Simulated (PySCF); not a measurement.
# RuNH: relaxation and vibrations of the quintet

Aim: relax RuNH as a quintet from a linear start, check by its vibrations whether the end is a minimum, and collect its spectrum and constants.

Method: PBE0, basis Ru def2-TZVP with ECP28, N def2-TZVP, H def2-TZVP, scalar-relativistic core potentials, no spin–orbit coupling, density fitting; program: PySCF 2.14.0.

### 1 The starting structure

3 atoms, charge 0, spin multiplicity 5.

Bond lengths: Ru1–N2 1.740 Å, Ru1–H3 1.570 Å. Angles: N2–Ru1–H3 180.0°.

Coordinates in bohr (charge 0 multiplicity 5):
```
Ru    0.0000    0.0000    0.0000
N     0.0000    0.0000   -3.2881
H     0.0000    0.0000    2.9669
```

### 2 First SCF at the start

One driver script runs all steps and calls PySCF; scf.py shows how it sets up the SCF of each step. The optimiser is the driver's own. After this first run the driver tries any further starts and a stability analysis.

scf.py

```python
from pyscf import gto, scf, dft
mol = gto.M(atom='''
Ru     0.000000     0.000000     0.000000
N      0.000000     0.000000    -1.740000
H      0.000000     0.000000     1.570000''',
    basis={'Ru': 'def2-TZVP', 'N': 'def2-TZVP', 'H': 'def2-TZVP'},
    ecp={'Ru': 'def2-TZVP'},
    charge=0, spin=4)
mf = dft.UKS(mol, xc='PBE0')
mf.grids.atom_grid = (50, 194)
aux = {'Ru': 'def2-universal-JKFIT', 'N': 'def2-universal-JKFIT', 'H': 'def2-universal-JKFIT'}
mf = mf.density_fit(auxbasis=aux)
mf.conv_tol = 1e-08
mf.diis_space = 10
mf.max_cycle = 60
mf.init_guess = 'minao'
mf.verbose = 4
mf.kernel()
```

Command:

```console
$ OMP_NUM_THREADS=2 python axn.py task.json out
```

Further steps of the session: Linear start, quintet: relaxation; Vibrations and properties at this point; Leaving the saddle point; Vibrations and properties at this point.

**Question.** What will these runs give? Wanted: minimum; geometry; wavenumbers; dipole moment; highest occupied, lowest empty level; polar-tensor charge of Ru1; zero-point energy; atomisation energy; ⟨S²⟩.

**Answer**, as computed:

```
                                          quantity                                      value
                                           minimum                                quintet, Cs
                                          geometry  Ru–H 1.622 Å, Ru–N 1.677 Å; H–Ru–N 107.0°
                                wavenumbers (cm⁻¹)              580 (a'), 922 (a'), 1983 (a')
                                     dipole moment                                     3.02 D
highest occupied, lowest empty level (either spin)                            -6.24, -3.90 eV
                        polar-tensor charge of Ru1                                    +0.66 e
                                 zero-point energy                                20.8 kJ/mol
                               entropy at 298.15 K                            266.2 J/(mol K)
         atomisation energy (no zero-point energy)                                 577 kJ/mol
                                              ⟨S²⟩                                      6.020
```

The linear start (C∞v) ends in a minimum of Cs symmetry, after a stop at a saddle point 158.6 kJ/mol higher, from which it was pushed off along an imaginary mode. The strongest infrared band lies at 1983 cm⁻¹ (a', stretch). Most of the spin sits on Ru1 (Mulliken spin 2.97, against 4 for the whole molecule). The first SCF alone would have been 60 kJ/mol too high. Other starts or spin states, not run here, may lie lower. Open d and f shells are described by one determinant, and the ground state may have another occupation or spin.
